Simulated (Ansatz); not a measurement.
# Zr3N2: the cost of one run

Method: DFT PBEsol, scalar-relativistic, plane waves, PAW, in Ansatz 0.2.0.

2 further runs of the same task are left out: 2 set aside as unsound or not needed.

### 1 The system as given

The structure is trigonal, space group R-3m (No. 166). Conventional cell: a = 3.193 Å, b = 3.193 Å, c = 23.125 Å, α = 90.00°, β = 90.00°, γ = 120.00°. Hf (site symmetry 3m) has 3 N at 2.26 Å as nearest neighbours. Hf (site symmetry -3m) has 6 N at 2.25 Å as nearest neighbours. N (site symmetry 3m) is surrounded by 6 Hf at 2.25 to 2.26 Å.

As a file:

```
Hf N
1.0
     1.59667    0.92184    7.70819
    -1.59667    0.92184    7.70819
     0.00000   -1.84368    7.70819
Hf N
3 2
Direct
  0.77898 0.77898 0.77898
  0.22102 0.22102 0.22102
  0.00000 0.00000 0.00000
  0.61113 0.61113 0.61113
  0.38887 0.38887 0.38887
```

It goes back to an entry of the Materials Project, which need not be the stable form.

This cell was relaxed beforehand with the same method: volume 13.61 Å³/atom, gap on the mesh none (metal).

### 2 Swap Hf → Zr

Zr3N2 starts from the relaxed positions of Hf3N2, with all lengths scaled by 1.000, a guess from tabulated radii.

### 3 A first look at the start (Zr3N2)

input.yaml reads:

```yaml
crystal:
  lattice:
    - [1.5966746458, 0.9218405366, 7.708188549]
    - [-1.5966746458, 0.9218405366, 7.708188549]
    - [0.0, -1.8436810731, 7.7081885491]
  atoms:
    - { symbol: Zr, position: [0.7789751363, 0.7789751363, 0.7789751363] }
    - { symbol: Zr, position: [0.2210248637, 0.2210248637, 0.2210248637] }
    - { symbol: Zr, position: [0.0, 0.0, 0.0] }
    - { symbol: "N", position: [0.6111305274, 0.6111305274, 0.6111305274] }
    - { symbol: "N", position: [0.3888694726, 0.3888694726, 0.3888694726] }
basis:
  ecutwfc: 420
kpoints:
  mp_grid: { grid: [6, 6, 6] }
hamiltonian:
  xc: pbesol
scf:
  occupations: { method: gaussian, width: 0.1 }
output:
  forces: true
  stress: true
  eigenvalues: true
```

Command:

```bash
ansatz run input.yaml --threads 1 --pin off --max-ram 2560MiB --backend cpu --events-out ev --progress --plain --runs-dir out
```

**Question.** How long does this run take on 1 thread of Intel Xeon Platinum 8488C (Sapphire Rapids), shared host, and how much memory does it need?

About 2.7 s, with a peak of 0.42 GiB.
